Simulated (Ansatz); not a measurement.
**C3H9BClNSi: up Jacob's ladder to CCSD(T)**

One table from this session's results is given with a row withheld; the runs are named, their logs left out.

Computed with Ansatz 0.2.0, Gaussian basis. Level: functionals in def2-TZVPP, the program's frozen cores in correlated methods.

Levels to be run: LDA (SPW92), PBE-D4, revPBE-D4, BLYP-D4, r2SCAN-D4, B97M-V, PBE0-D4, B3LYP-D4, r2SCANh-D4, r2SCAN0-D4, HSE06-D4, BHLYP-D4, CAM-B3LYP-D4, LC-ωPBE, ωB97X-V, ωB97M-V, B2PLYP, PBE-QIDH; CCSD(T)/def2-SVP; MP2/def2-TZVPP; RPA on PBE.

1 further run of the same task is left out (it didn't finish). Runs told in other sessions of the task aren't counted.

**The relaxed structure**

The geometry comes from an earlier relaxation with PBE0-D4 in a triple-zeta def2 set; it is a stationary point, not always the lowest conformer.

SMILES `BN(CC=C)[SiH2]Cl`, 16 atoms, charge 0, spin multiplicity 1.

Atoms are counted from 1 here; the program's logs count them from 0.

Bond lengths: B1–N2 1.403 Å, B1–H8 1.197 Å, B1–H9 1.196 Å, N2–C3 1.460 Å, N2–Si6 1.736 Å, C3–C4 1.496 Å, C3–H10 1.098 Å, C3–H11 1.096 Å, C4–C5 1.323 Å, C4–H12 1.088 Å, C5–H13 1.084 Å, C5–H14 1.083 Å, Si6–Cl7 2.055 Å, Si6–H15 1.474 Å, Si6–H16 1.481 Å. Angles: N2–B1–H8 119.2°, N2–B1–H9 119.1°, H8–B1–H9 121.7°, B1–N2–C3 120.4°, B1–N2–Si6 120.9°, C3–N2–Si6 118.6°, N2–C3–C4 115.0°, N2–C3–H10 109.6°, N2–C3–H11 108.7°, C4–C3–H10 108.8°, C4–C3–H11 108.7°, H10–C3–H11 105.7°, C3–C4–C5 126.5°, C3–C4–H12 114.0°, C5–C4–H12 119.5°, C4–C5–H13 122.0°, C4–C5–H14 120.9°, H13–C5–H14 117.1° and more.

The first run:

The input, in.yaml:

```yaml
crystal:
  periodic: [false, false, false]
  atoms:
    - {symbol: B, position_ang: [-1.385876, -0.487622, 1.186089]}
    - {symbol: N, position_ang: [-0.362489, -0.680694, 0.246608]}
    - {symbol: C, position_ang: [1.009259, -0.287076, 0.556711]}
    - {symbol: C, position_ang: [1.320004, 1.157539, 0.321971]}
    - {symbol: C, position_ang: [0.471240, 2.089244, -0.080107]}
    - {symbol: Si, position_ang: [-0.686850, -1.429421, -1.285449]}
    - {symbol: Cl, position_ang: [-0.601230, -0.096407, -2.846718]}
    - {symbol: H, position_ang: [-1.112203, -0.044435, 2.264335]}
    - {symbol: H, position_ang: [-2.507962, -0.783123, 0.894381]}
    - {symbol: H, position_ang: [1.709412, -0.898335, -0.027654]}
    - {symbol: H, position_ang: [1.213281, -0.524091, 1.606959]}
    - {symbol: H, position_ang: [2.354488, 1.426265, 0.524735]}
    - {symbol: H, position_ang: [-0.565507, 1.864150, -0.300751]}
    - {symbol: H, position_ang: [0.792388, 3.115173, -0.211783]}
    - {symbol: H, position_ang: [-2.040648, -2.011288, -1.254190]}
    - {symbol: H, position_ang: [0.369892, -2.432579, -1.550937]}
basis:
  gaussian: {orbitals: def2-TZVPP}
hamiltonian: {xc: lda}
output: {orbitals: {seedname: orbitals}}
```

Run with:

```bash
$ ansatz run in.yaml --threads 4 --pin off --events-out ev --progress --plain --max-ram 11315MiB
```

Among the steps run: LDA; PBE-D4 (GGA); revPBE-D4 (GGA); BLYP-D4 (GGA); r2SCAN-D4 (meta-GGA); B97M-V (meta-GGA); B3LYP-D4 (hybrid); r2SCANh-D4 (hybrid); r2SCAN0-D4 (hybrid); HSE06-D4 (hybrid); BHLYP-D4 (hybrid); CAM-B3LYP-D4 (range-separated); LC-ωPBE (range-separated); ωB97X-V (range-separated); ωB97M-V (range-separated); B2PLYP (double hybrid); PBE-QIDH (double hybrid).

One table of the session follows, with a row left open; its other results are not shown here.

It belongs to the step «Orbital energies across the functionals». 

| functional | HOMO (eV) | gap (eV) |
| --- | --- | --- |
| LDA (SPW92) | -6.68 | 4.92 |
| PBE-D4 | -6.51 | 5.03 |
| revPBE-D4 | -6.45 | 5.07 |
| BLYP-D4 | -6.35 | 5.02 |
| r2SCAN-D4 | -6.71 | 5.56 |
| B97M-V | -6.74 | 5.47 |
| PBE0-D4 | -7.63 | 7.10 |
| B3LYP-D4 | -7.41 | 6.66 |
| r2SCANh-D4 | -7.13 | 6.32 |
| r2SCAN0-D4 | -7.77 | 7.44 |
| HSE06-D4 | -7.23 | 6.32 |
| BHLYP-D4 | -8.59 | 9.04 |
| CAM-B3LYP-D4 | -8.96 | 9.49 |
| LC-ωPBE | -10.37 | 12.07 |
| ωB97X-V | -9.98 | 11.55 |
| ωB97M-V | ? | ? |

Q: Estimate the row for ωB97M-V from the others.

As computed: HOMO (eV): -9.89; gap (eV): 11.19. In the column «HOMO (eV)» it lies between ωB97X-V (-9.98) and CAM-B3LYP-D4 (-8.96).
